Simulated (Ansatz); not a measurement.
The system is Co2Pd.

```
Pd Co
1.0
     2.63793    0.00000    0.00000
    -1.31897    2.28451    0.00000
     0.00000    0.00000    6.31934
Pd Co
1 2
Direct
  0.00000 0.00000 0.00000
  0.66667 0.33333 0.34978
  0.33333 0.66667 0.65022
```

The cell comes from a database or a generator and needn't be the stable form of this composition.

Base run:

* Program: Ansatz 0.2.0
* Functional: PBEsol
* Potentials or basis: Ansatz PAW
* Cutoff: 420 eV (not typed: the program's choice for these potentials)
* k mesh: 10 × 10 × 4
* Occupations: fermi-dirac, width 0.05 eV
* Spin: collinear spin, ferromagnetic start
* Starting moments: [0.0, 4.0, 4.0] μB
* Fixed moment: 8 μB

Its results: pressure 21.9 GPa; site moments Pd +1.35; Co +2.90 μB; largest force 0.727 eV/Å.

Question: After a change of settings the same cell gave: pressure -5.2 GPa; site moments Pd +0.63; Co +2.16 μB; largest force 0.107 eV/Å. Which change was it?
A. fixed moment from 8 μB to 6 μB; moments at the start from [0.0, 4.0, 4.0] to [0.0, 3.0, 3.0]
B. fixed moment from 8 μB to 3 μB; moments at the start from [0.0, 4.0, 4.0] to [0.0, 1.5, 1.5]
C. fixed moment from 8 μB to 5 μB; moments at the start from [0.0, 4.0, 4.0] to [0.0, 2.5, 2.5]
D. fixed moment from 8 μB to 1 μB; moments at the start from [0.0, 4.0, 4.0] to [0.0, 0.5, 0.5]

Answer: C.

Caveats: the total moment is fixed, so each spin has its own Fermi level; the PAW data sets come from PBE, with cores solved anew for the run's functional, which leaves a small shift of forces and pressure; the thresholds are loose for stress.
